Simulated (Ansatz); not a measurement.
# SrY4: the cost of one run

Program: Ansatz 0.2.0. Level of theory: DFT PBE, scalar-relativistic, plane waves, PAW. These are calculated values, not measurements.

## (1) Starting point

The cell holds 20 atoms (Sr4Y16): a = 8.885 Å, b = 9.605 Å, c = 8.895 Å, α = 86.75°, β = 90.58°, γ = 88.76°.

It is the last frame of an earlier stage of the same melt, run at 2390 K.

Its coordinates follow in the input file.

## (2) Langevin stage at 1720 K

One k point, a Fermi-Dirac width of 0.148 eV and a fixed cell.

input.yaml

```yaml
crystal:
  lattice:
    - [8.884072, 0.100213, -0.046507]
    - [0.100213, 9.601015, 0.262138]
    - [-0.046507, 0.262138, 8.891179]
  atoms:
    - { symbol: "Y", position: [0.9936304224, 0.9604851371, 0.1687781328] }
    - { symbol: "Y", position: [0.6000659172, 0.5459025735, 0.9236101872] }
    - { symbol: "Y", position: [0.9090453356, 0.3503063542, 0.6981847743] }
    - { symbol: "Y", position: [0.7515374028, 0.1612654887, 0.967323203] }
    - { symbol: "Y", position: [0.9681827495, 0.7520755612, 0.4846437839] }
    - { symbol: "Y", position: [0.7584827164, 0.1098911485, 0.4285086131] }
    - { symbol: "Y", position: [0.7209437542, 0.8819479079, 0.7707737671] }
    - { symbol: "Y", position: [0.9800294778, 0.6691967367, 0.9658950885] }
    - { symbol: "Y", position: [0.443959542, 0.2846453405, 0.1749997795] }
    - { symbol: "Y", position: [0.2960742494, 0.5661611658, 0.1834858359] }
    - { symbol: "Y", position: [0.2056930872, 0.2705912922, 0.392593268] }
    - { symbol: "Y", position: [0.7364153553, 0.7994544624, 0.2004983645] }
    - { symbol: "Y", position: [0.0976812487, 0.2153410821, 0.0223165056] }
    - { symbol: "Y", position: [0.0561806668, 0.0365298123, 0.6957814231] }
    - { symbol: "Y", position: [0.5576028291, 0.6422359448, 0.4891383459] }
    - { symbol: "Y", position: [0.7632162834, 0.4448452413, 0.2426245065] }
    - { symbol: Sr, position: [0.3411176482, 0.8846929974, 0.4470092791] }
    - { symbol: Sr, position: [0.2221637055, 0.559891317, 0.7165574673] }
    - { symbol: Sr, position: [0.460821728, 0.2440390064, 0.6876741387] }
    - { symbol: Sr, position: [0.4110505218, 0.9630445524, 0.0375822862] }
  symmetry: { detect: false }
basis:
  ecutwfc: 420
  xc_grid: 1
kpoints:
  mp_grid: { grid: [1, 1, 1], shift: [0.25, 0.25, 0.25] }
hamiltonian:
  xc: pbe
scf:
  occupations: { method: fermi_dirac, width: 0.1482 }
  lower_state_search: "off"
  convergence: { dr2_threshold: 1.0e-05 }
output:
  forces: true
  stress: true
md:
  timestep: 3.0
  n_steps: 53
  ensemble: nvt_langevin
  friction: 0.03
  temperature: 1720.0
  initial_velocities: maxwell_boltzmann
  seed: 74890
```

Run with:

```bash
$ ansatz run input.yaml --threads 2 --pin off --max-ram 5120MiB --backend cpu --events-out ev --progress --plain --runs-dir out
```

What time and memory should one allow on 2 threads of Arm Neoverse V1, shared host?

About 4.4 min, with a peak of 0.89 GiB.
